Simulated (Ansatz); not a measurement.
# ClGaH2S: basis-set convergence

One table from this session's results is given with a row withheld; the runs are named, their logs left out.

Method: one geometry, several basis sets; program: Ansatz 0.2.0, Gaussian basis.

The runs, in order: PBE0-D4/def2-SVP; ωB97M-V/def2-SVP; PBE0-D4/def2-QZVPP; ωB97M-V/def2-QZVPP; the functionals' def2-TZVPP values are taken from earlier runs.

**The relaxed structure**

The geometry comes from an earlier relaxation with PBE0-D4 in a triple-zeta def2 set; it is a stationary point.

SMILES `[SH][GaH][Cl]`, 5 atoms, charge 0, spin multiplicity 1.

Atoms are counted from 1 here; the program's logs count them from 0.

Bond lengths: S1–Ga2 2.186 Å, S1–H4 1.344 Å, Ga2–Cl3 2.139 Å, Ga2–H5 1.551 Å. Angles: Ga2–S1–H4 93.3°, S1–Ga2–Cl3 113.8°, S1–Ga2–H5 126.1°, Cl3–Ga2–H5 120.0°.

The first run:

in.yaml reads:

```yaml
crystal:
  periodic: [false, false, false]
  atoms:
    - {symbol: S, position_ang: [-1.582244, -0.404850, -0.274952]}
    - {symbol: Ga, position_ang: [0.535532, -0.033673, 0.117337]}
    - {symbol: Cl, position_ang: [1.645812, -1.796461, 0.601374]}
    - {symbol: H, position_ang: [-1.845914, 0.891358, -0.514702]}
    - {symbol: H, position_ang: [1.246814, 1.343626, 0.070944]}
basis:
  gaussian: {orbitals: def2-SVP}
hamiltonian: {xc: pbe0, dispersion: d4}
output: {orbitals: {seedname: orbitals}}
```

Started as:

```
> ansatz run in.yaml --threads 2 --pin off --events-out ev --progress --plain --max-ram 32768MiB --backend cpu
```

Steps of the session up to this table: PBE0-D4 in def2-SVP; ωB97M-V in def2-SVP; PBE0-D4 in def2-QZVPP; ωB97M-V in def2-QZVPP.

One of the session's tables, all rows but one given; the rest of the session is left out.

It belongs to the step «Density functionals: the series». 

```
functional       basis  HOMO (eV)
   PBE0-D4    def2-SVP      -7.92
   PBE0-D4  def2-TZVPP      -8.04
   PBE0-D4  def2-QZVPP      -8.06
   ωB97M-V    def2-SVP          ?
   ωB97M-V  def2-TZVPP     -10.21
   ωB97M-V  def2-QZVPP     -10.25
```

Estimate the missing values for ωB97M-V, def2-SVP.

As computed: HOMO (eV): -10.04. In the column «HOMO (eV)» it lies between ωB97M-V, def2-TZVPP (-10.21) and PBE0-D4, def2-QZVPP (-8.06).
